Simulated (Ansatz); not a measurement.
Born–Oppenheimer molecular dynamics of a periodic cell of 32 atoms, Li4Mn3CoO8 (host Li4Mn3CoO8, host structure P-1). It starts from an unrelaxed structure (largest force component 1.34 eV/Å).

Method: Ansatz 0.2.0, DFT LDA, scalar-relativistic, plane waves, PAW. Settings: accuracy low, cutoff 420 eV, k mesh 2x2x2, fermi-dirac smearing 0.05 eV, spin collinear.

```yaml
ensemble: NVE (velocity Verlet)
time_step: 1 fs
steps_asked: 30
starting_velocities_drawn_for: 2400 K
seed: 889955
```

First frame:

```xyz
32
Lattice="6.2276 0.0000 0.0000 -0.5748 6.1414 0.0000 -0.1193 -0.0608 8.2197" Properties=species:S:1:pos:R:3
Li -0.287 3.071 0.000
Li 1.085 4.602 2.034
Li 1.335 1.478 6.186
Li -0.060 -0.030 4.110
Mn 1.422 1.497 2.039
Mn -0.347 3.040 4.110
Mn 0.998 4.583 6.181
Co 0.000 0.000 0.000
O 0.911 4.647 8.137
O 0.086 0.012 1.959
O -0.289 3.087 6.089
O 1.455 1.553 4.009
O 1.508 1.434 0.083
O 2.709 2.994 2.131
O 2.333 6.069 6.260
O 0.965 4.527 4.211
Li 2.826 3.071 0.000
Li 4.199 4.602 2.034
Li 4.449 1.478 6.186
Li 3.054 -0.030 4.110
Mn 4.536 1.497 2.039
Mn 2.767 3.040 4.110
Mn 4.111 4.583 6.181
Co 3.114 0.000 0.000
O 4.025 4.647 8.137
O 3.200 0.012 1.959
O 2.825 3.087 6.089
O 4.569 1.553 4.009
O 4.622 1.434 0.083
O 5.823 2.994 2.131
O 5.447 6.069 6.260
O 4.079 4.527 4.211
```

Problem. What does the run give?

Solution. All steps were run.

| Quantity | Value |
| --- | --- |
| steps done | 30 |
| time covered | 30 fs |
| mean temperature over the second half | 1128 K |
| spread of the potential energy over the second half | 9.5 meV per atom |
| mean potential energy of the second half above the start | 159.2 meV per atom |

The conserved energy stayed within 0.27 meV per atom of its start (net change -0.18 meV per atom), so the integration is sound. A run of 0.03 ps of so small a system gives no equilibrium averages. No Hubbard correction was used and the magnetic state wasn't searched. Limits of this set-up: coarse k mesh, low accuracy level.

Problem. What happens to the structure?

Solution. Mean squared displacements from the first frame to the last, about the centre of mass: Li 0.40 Å², Mn 0.02 Å², Co 0.04 Å², O 0.13 Å². The details hang on the random start.

Problem. How do temperature and energy run in time?

Solution. 
```csv
time (fs),T (K),potential energy less start (eV),conserved less start (meV/atom)
0,2400,0.000,0.00
1,2404,-0.015,-0.01
2,2394,0.024,-0.01
3,2370,0.114,-0.26
4,2330,0.270,-0.27
5,2276,0.487,-0.27
6,2208,0.762,-0.27
7,2125,1.093,-0.26
8,2030,1.476,-0.25
9,1924,1.901,-0.23
10,1810,2.358,-0.20
11,1692,2.833,-0.17
12,1574,3.307,-0.14
13,1460,3.764,-0.11
14,1355,4.186,-0.08
15,1262,4.559,-0.06
16,1184,4.872,-0.05
17,1123,5.117,-0.05
18,1078,5.294,-0.05
19,1050,5.406,-0.07
20,1037,5.460,-0.08
21,1036,5.464,-0.10
22,1044,5.428,-0.12
23,1061,5.362,-0.13
24,1083,5.273,-0.15
25,1109,5.168,-0.16
26,1137,5.055,-0.17
27,1167,4.937,-0.17
28,1196,4.819,-0.18
29,1225,4.703,-0.18
30,1252,4.594,-0.18
```

Run time: 9.8 min on 4 threads of Intel(R) Xeon(R) Platinum 8488C (Sapphire Rapids), on a shared host, peak memory 3.1 GiB.
